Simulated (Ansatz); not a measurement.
# ClFGaHO: a nudged elastic band in two tries

The task is a band of images between two relaxed ends. SMILES of the start: [OH][Ga]([F])[Cl].

All numbers below are computed with Ansatz 0.2.0 (RKS PBE/def2-SVPD).

**1. The starting structure**

Bond lengths: O1–Ga2 1.790 Å, Ga2–F3 1.766 Å, Ga2–Cl4 2.150 Å, O1–H5 0.975 Å. Angles: O1–Ga2–F3 116.4°, O1–Ga2–Cl4 125.1°, F3–Ga2–Cl4 118.5°, Ga2–O1–H5 112.7°.

Structure file:

```xyz
5

O    -0.4287   -1.2343    0.5702
Ga    0.0314    0.2018   -0.3939
F    -0.3406    0.1408   -2.1189
Cl    0.9864    1.9617    0.3883
H    -0.1987   -1.1436    1.5129
```

**2. The run**

Input file input.yaml:

```yaml
crystal:
  periodic: [false, false, false]
  atoms:
    - { symbol: O, position_ang: [-0.428697, -1.2343, 0.570174] }
    - { symbol: Ga, position_ang: [0.031435, 0.20176, -0.393883] }
    - { symbol: F, position_ang: [-0.340601, 0.14077, -2.118904] }
    - { symbol: Cl, position_ang: [0.986438, 1.961731, 0.388298] }
    - { symbol: H, position_ang: [-0.198675, -1.143561, 1.512915] }
basis:
  gaussian: { orbitals: def2-SVPD }
hamiltonian:
  xc: pbe
neb:
  order_check: false
  images: 9
  f_tol: 0.05
  max_iterations: 8
  initial_path: idpp
  final_atoms:
    - { symbol: O, position_ang: [-0.15860563, -0.86990779, 1.09311648] }
    - { symbol: Ga, position_ang: [0.12582512, 0.32836445, -0.20788635] }
    - { symbol: F, position_ang: [-0.38382597, -0.06716744, -1.86324139] }
    - { symbol: Cl, position_ang: [1.05825134, 2.21076798, 0.18189357] }
```

Launch:

```
$ ansatz run input.yaml --threads 2 --pin off --max-ram 3072MiB --backend cpu --events-out ev --progress --plain --runs-dir out
```

Q: Predict the outcome of this session. Wanted: first try.

**Answer**, as computed:

| quantity | value |
| --- | --- |
| first try | refused |
| cause | the second end lists one atom fewer than the first |

**Reading.** The fault in the first input was caught at the input check and cost nothing.
